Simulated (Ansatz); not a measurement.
# Br: the cost of one run

Method: DFT PBEsol, scalar-relativistic, plane waves, PAW, in Ansatz 0.2.0.

### 1 The system as given

It takes space group P6_3/mmc (No. 194, hexagonal). The conventional cell has a = 3.648 Å, b = 3.648 Å, c = 11.765 Å, α = 90.00°, β = 90.00°, γ = 120.00°. Br (site symmetry -3m) has 12 Br at 3.62 to 3.65 Å as nearest neighbours. Br (site symmetry -6m2) has 12 Br at 3.62 to 3.65 Å as nearest neighbours.

Structure file:

```
Br
1.0
     3.64772    0.00000    0.00000
    -1.82386    3.15901    0.00000
     0.00000    0.00000   11.76460
Br
4
Cartesian
  0.0000 0.0000 0.0000
  0.0000 0.0000 5.8823
  0.0000 2.1060 8.8235
  1.8239 1.0530 2.9412
```

This is candidate A: dhcp type (P6_3/mmc, No. 194).

(A quick probe on a coarse mesh, which set the mesh and smearing, is not shown.)

### 3 A loose first relaxation (candidate A)

input.yaml

```yaml
crystal:
  lattice:
    - [3.647716041, 0.0, 0.0]
    - [-1.8238580205, 3.1590147573, 0.0]
    - [0.0, 0.0, 11.7646041924]
  atoms:
    - { symbol: Br, position: [0.0, 0.0, 0.0] }
    - { symbol: Br, position: [0.0, 0.0, 0.5] }
    - { symbol: Br, position: [0.3333333333, 0.6666666667, 0.75] }
    - { symbol: Br, position: [0.6666666667, 0.3333333333, 0.25] }
basis:
  ecutwfc: 420
kpoints:
  mp_grid: { grid: [6, 6, 2] }
hamiltonian:
  xc: pbesol
scf:
  occupations: { method: gaussian, width: 0.1 }
  lower_state_search: "off"
output:
  forces: true
  stress: true
  eigenvalues: true
relax:
  adjacent_minimum: "off"
  f_tol: 0.04
  max_steps: 70
  cell: { stress_tol: 0.4 }
```

**Question.** How long does this run take on 1 thread of an x86-64 CPU, shared host, and how much memory does it need?

About 15 s, with a peak of 0.41 GiB.
